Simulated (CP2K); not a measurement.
The system is HfB.

```xyz
2
Lattice="3.2668 0.0000 0.0000 1.6334 2.8292 0.0000 1.6334 0.9431 2.6674" Properties=species:S:1:pos:R:3 pbc="T T T"
Hf    3.2668    1.8861    1.3337
B     0.0000    0.0000    0.0000
```

Program: CP2K 2026.2. Alike in all runs: task band structure; no spin polarisation; cell as given; k mesh 10 × 10 × 10.

Question: Order these runs on this cell by their pressure, lowest first.
A. level PBEsol; potentials or basis POTENTIAL_UZH Hf GTH-PBE-q12, B GTH-PBE-q3; TZVP-MOLOPT-PBE-GTH basis; smearing fermi-dirac 0.0259 eV; NGRIDS 5; points a segment of the path (NPOINTS) 8; bands added on the path 4
B. level PBE; potentials or basis POTENTIAL_UZH Hf GTH-PBE-q12, B GTH-PBE-q3; TZVP-MOLOPT-PBE-GTH basis; smearing fermi-dirac 0.05 eV; NGRIDS 5; points a segment of the path (NPOINTS) 6; bands added on the path 6
C. level LDA; potentials or basis GTH_POTENTIALS Hf GTH-PADE-q12, B GTH-PADE-q3; TZVP-MOLOPT-PBE-GTH basis; smearing fermi-dirac 0.01 eV; NGRIDS 4; points a segment of the path (NPOINTS) 6; bands added on the path 4

Answer: C (-54.1 GPa), A (24.7 GPa), B (29.3 GPa).

Caveats: the basis of atomic orbitals isn't converged, which shifts pressures, moduli and gaps; a pressure of tens of GPa on the cell as given is suspect, and the run, the potentials or the cell itself is likely at fault (some runs); so large a pressure means that the cell lies far from this level's equilibrium, or that cutoff or potentials fall short (some runs); the potentials were made for another functional, which shifts forces and pressure (some runs); the real-space grid breaks the cell's symmetry a little (some runs).
